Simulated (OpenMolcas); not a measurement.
**triplet InF at 6 levels**

Aim: a comparison of 6 runs (UHF/def2-TZVPP, UB3LYP/def2-TZVPP, UM06-2X/def2-TZVPP, UPBE0/def2-TZVPP, USVWN5/def2-TZVPP, ROMP2/def2-TZVPP) of triplet InF. 

The results are computed with OpenMolcas 26.06.

### 1 The system as given

InF: 2 atoms, total charge 0, spin state triplet. As SMILES of the parent species, `[F][In]`. Geometry: relaxed at PBE0-D4/def2-TZVP. That shape belongs to the parent species and isn't relaxed for this state.

Bond lengths: F1–In2 1.994 Å.

### 2 The energy at UHF/def2-TZVPP (core potential) (run 1)

The input, test.inp:

```
* FIn Hartree-Fock
>>> EXPORT MOLCAS_PRINT=2
&GATEWAY
BasLib
$CurrDir
Coord
2
angstrom
F        0.000000       0.000000       0.015910
In       0.000000       0.000000       2.009580
Basis
def2-TZVPP
Group
NoSym
&SEWARD
&SCF
UHF
Spin
3
Thresholds
1e-10 1e-07 1e-07 1e-05
PrOrbitals
0
```

The basis set def2-TZVPP is read from a file made from the Basis Set Exchange's data (not shown).

Run with:

```console
$ export MOLCAS_MEM=1860
$ pymolcas test.inp > test.log
```

Standard output:

```text
--- Start Module: gateway ---
[...]
--- Stop Module: gateway /rc=_RC_ALL_IS_WELL_ ---
--- Start Module: seward ---
[...]
      Basis functions           81
--- Stop Module: seward /rc=_RC_ALL_IS_WELL_ ---
[...]
--- Start Module: scf ---
[...]
       Convergence after  26 Iterations
[...]
::    Total SCF energy                               -288.6534580373
[...]
      Total spin, S                                     1.0020970499
[...]
      Total electronic charge=   30.000000
      Total            charge=   -0.000000
[...]
      Dipole Moment (debye):
      Origin of the operator (angstrom)=    0.0000    0.0000    1.7267
                   X=  1.9974E-15               Y=  1.0246E-16               Z=  3.6300E+00           Total=  3.6300E+00
      Quadrupole Moment (debye*angstrom):
[...]
--- Stop Module: scf /rc=_RC_ALL_IS_WELL_ ---
[...]
```

Run time: 5.7 s. Hardware: 1 thread of Arm Neoverse V1, shared host; peak memory 0.45 GiB.

### 3 A single-point energy at UB3LYP/def2-TZVPP (core potential) (run 2)

The input, test.input:

```
>>> EXPORT MOLCAS_PRINT=2

&GATEWAY
  BasLib
  $CurrDir
  BasisSet
  F.def2-TZVPP....
  F1 0.000000 0.000000 0.015910 angstrom
  End of Basis
  BasisSet
  In.def2-TZVPP....
  In2 0.000000 0.000000 2.009580 angstrom
  End of Basis

&SEWARD
  GridInput
  Grid=UltraFine
  End of Grid

&SCF
  UHF
  Spin
  3
  KSDFT
  B3LYP
  Thresholds
  1e-10 1e-07 1e-07 1e-05
  PrOrbitals
  1
```

The basis set def2-TZVPP is read from a file made from the Basis Set Exchange's data (not shown).

Run with:

```console
$ export MOLCAS_MEM=1860
$ pymolcas test.input > test.log
```

Standard output:

```text
--- Start Module: gateway ---
[...]
--- Stop Module: gateway /rc=_RC_ALL_IS_WELL_ ---
--- Start Module: seward ---
[...]
      Basis functions           81
--- Stop Module: seward /rc=_RC_ALL_IS_WELL_ ---
[...]
--- Start Module: scf ---
[...]
       Convergence after  25 Iterations
[...]
::    Total KS-DFT energy                            -290.0139563689
[...]
      Total spin, S                                     1.0012594309
[...]
      Total electronic charge=   30.000000
      Total            charge=   -0.000000
[...]
      Dipole Moment (debye):
      Origin of the operator (angstrom)=    0.0000    0.0000    1.7267
                   X=  4.2985E-16               Y=  1.2657E-15               Z=  2.7678E+00           Total=  2.7678E+00
      Quadrupole Moment (debye*angstrom):
[...]
--- Stop Module: scf /rc=_RC_ALL_IS_WELL_ ---
[...]
```

Wall time 22 s (1 thread of Arm Neoverse V1, shared host); peak memory 0.45 GiB.

### 4 The energy at UM06-2X/def2-TZVPP (core potential) (run 3)

The input, geom.xyz:

```xyz
2

F      0.000000     0.000000     0.015910
In     0.000000     0.000000     2.009580
```

The input, test.inp:

```
* FIn Kohn-Sham DFT

&GATEWAY
  BasLib=$CurrDir
  Coord=geom.xyz
  Basis=def2-TZVPP
  Group=NoSym

&SEWARD
  GridInput
  Grid=UltraFine
  End of Grid

&SCF
  UHF
  Spin=3
  KSDFT=M062X
  Thresholds=1e-10 1e-07 1e-07 1e-05
  PrOrbitals=0
```

The basis set def2-TZVPP is read from a file made from the Basis Set Exchange's data (not shown).

Run with:

```console
$ export MOLCAS_MEM=1860
$ pymolcas test.inp > test.log
```

Standard output:

```text
--- Start Module: gateway ---
[...]
--- Stop Module: gateway /rc=_RC_ALL_IS_WELL_ ---
--- Start Module: seward ---
[...]
      Basis functions           81
--- Stop Module: seward /rc=_RC_ALL_IS_WELL_ ---
[...]
--- Start Module: scf ---
[...]
       Convergence after 117 Iterations
[...]
::    Total KS-DFT energy                            -289.8459087474
[...]
      Total spin, S                                     1.0020136285
[...]
      Total electronic charge=   30.000000
      Total            charge=   -0.000000
[...]
      Dipole Moment (debye):
      Origin of the operator (angstrom)=    0.0000    0.0000    1.7267
                   X= -1.0313E-10               Y=  2.9035E-11               Z=  3.1386E+00           Total=  3.1386E+00
      Quadrupole Moment (debye*angstrom):
[...]
--- Stop Module: scf /rc=_RC_ALL_IS_WELL_ ---
[...]
```

Wall time 2.4 min (1 thread of Arm Neoverse V1, shared host); peak memory 0.45 GiB.

Runs 4 to 5 aren't shown in full; the table further down has their settings and results.

### 5 A single-point energy at ROMP2/def2-TZVPP (core potential) (run 6)

The input, job.input:

```
* FIn ROMP2

&GATEWAY
 BASLIB=$CurrDir
 BASISSET
 F.def2-TZVPP....
 F1 0.000000 0.000000 0.015910 angstrom
 End of Basis
 BASISSET
 In.def2-TZVPP....
 In2 0.000000 0.000000 2.009580 angstrom
 End of Basis

&SEWARD

&SCF
 UHF
 SPIN=3
 THRESHOLDS=1e-10 1e-07 1e-07 1e-05
 PRORBITALS=0

&RASSCF
 FILEORB=$Project.UnaOrb
 SPIN=3
 NACTEL=2 0 0
 INACTIVE=14
 RAS2=2
 OUTORBITALS=Canonical
 ORBLISTING=Nothing

&CASPT2
 IPEA=0.0
 FROZEN=5
```

The basis set def2-TZVPP is read from a file made from the Basis Set Exchange's data (not shown).

Run with:

```console
$ export MOLCAS_MEM=1860
$ pymolcas job.input > job.log
```

Standard output:

```text
--- Start Module: gateway ---
[...]
--- Stop Module: gateway /rc=_RC_ALL_IS_WELL_ ---
[...]
      Basis functions           81
[...]
       Convergence after  26 Iterations
[...]
::    Total SCF energy                               -288.6534580373
[...]
      Total spin, S                                     1.0020970499
[...]
--- Start Module: rasscf ---
[...]
      Number of active orbitals                  2
[...]
      Spin quantum number                      1.0
[...]
      Active orbitals                            2
[...]
      Number of CSFs                             1
[...]
      Number of root(s) required                 1
[...]
      Convergence after  9 iterations
[...]
      printout of CI-coefficients larger than  0.05 for root  1
      energy=    -288.651226
      conf/sym  11     Coeff  Weight
             1  uu   1.00000 1.00000
      Natural orbitals and occupation numbers for root  1
      sym 1:   1.000000   1.000000
      ************************************************************************************************************************
      *                                                    Final results                                                     *
[...]
::    RASSCF root number  1 Total energy:   -288.65122638
[...]
      Total electronic charge=   30.000000
      Total            charge=   -0.000000
[...]
      Dipole Moment (debye):
      Origin of the operator (angstrom)=    0.0000    0.0000    1.7267
                   X= -1.1543E-08               Y=  5.1305E-09               Z=  3.6652E+00           Total=  3.6652E+00
      Quadrupole Moment (debye*angstrom):
[...]
--- Stop Module: rasscf /rc=_RC_ALL_IS_WELL_ ---
[...]
--- Start Module: caspt2 ---
[...]
 ###    WARNING: User changed nr of frozen orbitals.                         ###
 ###############################################################################
[...]
      E2 (Variational):          -0.4889778921
      Total energy:            -289.1402042722
[...]
      Reference weight:           0.89998
[...]
::    CASPT2 Root  1     Total energy:   -289.14020427
[...]
--- Stop Module: caspt2 /rc=_RC_ALL_IS_WELL_ ---
[...]
```

Wall time 9 s (1 thread of Arm Neoverse V1, shared host); peak memory 0.45 GiB.

### 6 The series

| run | level | integration grid | frozen core orbitals | energy (Eh) | dipole moment (D) | HOMO energy (eV) | ⟨S²⟩ | wall time |
| --- | --- | --- | --- | --- | --- | --- | --- | --- |
| 1 | UHF/def2-TZVPP (core potential) | – | – | -288.653458 | 3.63 | -6.54 | 2.006 | 5.7 s |
| 2 | UB3LYP/def2-TZVPP (core potential) | UltraFine | – | -290.013956 | 2.77 | -3.87 | 2.004 | 22 s |
| 3 | UM06-2X/def2-TZVPP (core potential) | UltraFine | – | -289.845909 | 3.14 | -4.97 | 2.006 | 2.4 min |
| 4 | UPBE0/def2-TZVPP (core potential) | UltraFine | – | -289.852362 | 2.86 | -4.15 | 2.004 | 21 s |
| 5 | USVWN5/def2-TZVPP (core potential) | UltraFine | – | -288.995595 | 2.59 | -3.32 | 2.001 | 17 s |
| 6 | ROMP2/def2-TZVPP (core potential) | – | 5 | -289.140204 | – | – | – | 9 s |

### 7 Results

```
           quantity          value
run 6: total energy  -289.14020 Eh
```

What this shows: Over runs 1, 2, 3, 4, 5 the dipole moment (its size) runs from 2.59 D (USVWN5/def2-TZVPP) to 3.63 D (UHF/def2-TZVPP). Totals of different functionals can't be ranked against each other. All runs together took 3.6 min, the longest 2.4 min.
